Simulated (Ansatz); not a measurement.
# La2Ta: the cost of one run

Method: DFT PBE, scalar-relativistic, plane waves, PAW, unless a step names another level, in Ansatz 0.2.0.

11 further runs of the same task are left out: 1 that didn't finish, 10 set aside as unsound or not needed.

## Step 1: What the formula suggests

Pauling electronegativities: La 1.10, Ta 1.50 (spread 0.40). It is an alloy, so charge balance gives no guide. Tabulated atomic sizes suggest about 25 Å³/atom. 27 candidates were drawn, by swapping species into database cells of other compounds, at random by space group and Wyckoff sites, or by hand, as the table says:

```tsv
name	made from	space group no.	Wyckoff sites	atoms (primitive cell)	V (Å³/atom)
c01	database cell of ZnCl2	137	La 4d; Ta 2a	6	26.6
c02	database cell of Sm2C	166	La 6c; Ta 3b	3	28.9
c03	database cell of Te2W	187	La 2h; Ta 1a	3	35.0
c04	random	156	La 1b, 1a; Ta 1b	3	29.4
c05	database cell of MoSe2	194	La 4f; Ta 2c	6	22.8
c06	random	166	La 6c; Ta 3a	3	30.4
c07	database cell of PtSe2	164	La 2d; Ta 1a	3	22.0
c08	random	139	La 4e; Ta 2b	3	28.2
c09	random	65	La 4k, 4j; Ta 2d, 2b	6	31.2
c10	database cell of FeSe2	58	La 4g; Ta 2a	6	21.2
c11	random	47	La 2r; Ta 1c	3	32.1
c12	random	191	La 2d; Ta 1b	3	28.7
c13	database cell of Tm2In	194	La 2d, 2a; Ta 2c	6	28.6
c14	database cell of Li2Mg	155	La 9d, 3b; Ta 6c	6	35.0
c15	random	191	La 2d; Ta 1a	3	32.4
c16	database cell of In2Bi	187	La 1b, 1c; Ta 1f	3	27.9
c17	random	139	La 4c; Ta 2a	3	27.3
c18	database cell of Mg2Ge	225	La 8c; Ta 4a	3	31.9
c19	random	156	La 1b, 1c; Ta 1a	3	31.9
c20	random	216	La 4a, 4d; Ta 4b	3	28.2
c21	random	191	La 2e; Ta 1b	3	25.5
c22	database cell of NdTe2	129	La 2c, 2a; Ta 2c	6	23.6
c23	database cell of TiSi2	70	La 16f; Ta 8b	6	24.6
c24	database cell of TmNi2	227	La 16c; Ta 8b	6	25.9
c25	random	225	La 8c; Ta 4b	3	31.1
c26	database cell of TbMn2	227	La 16d; Ta 8a	6	27.9
c27	random	123	La 2g; Ta 1b	3	26.5
```

## Step 2: Screening run of c06

Input file input.yaml:

```yaml
crystal:
  lattice:
    - [2.28252221, 1.31781481, 5.05001818]
    - [-2.28252221, 1.31781481, 5.05001818]
    - [0.0, -2.63562962, 5.05001818]
  atoms:
    - { symbol: La, position: [0.26425021, 0.26425021, 0.26425021] }
    - { symbol: La, position: [0.73574979, 0.73574979, 0.73574979] }
    - { symbol: Ta, position: [0.0, 0.0, 0.0] }
basis:
  ecutwfc: 420
kpoints:
  mp_grid: { grid: [5, 5, 5] }
hamiltonian:
  xc: pbe
scf:
  occupations: { method: gaussian, width: 0.2 }
  lower_state_search: "off"
output:
  forces: true
  stress: true
  eigenvalues: true
relax:
  adjacent_minimum: "off"
  f_tol: 0.08
  max_steps: 16
  cell: { stress_tol: 0.8 }
```

Started as:

```sh
$ ansatz run input.yaml --threads 1 --pin off --max-ram 2560MiB --backend cpu --events-out ev --progress --plain --runs-dir out
```

Q: Estimate wall time and peak memory on 1 thread of Arm Neoverse V1, shared host.

About 23 s, with a peak of 0.4 GiB.
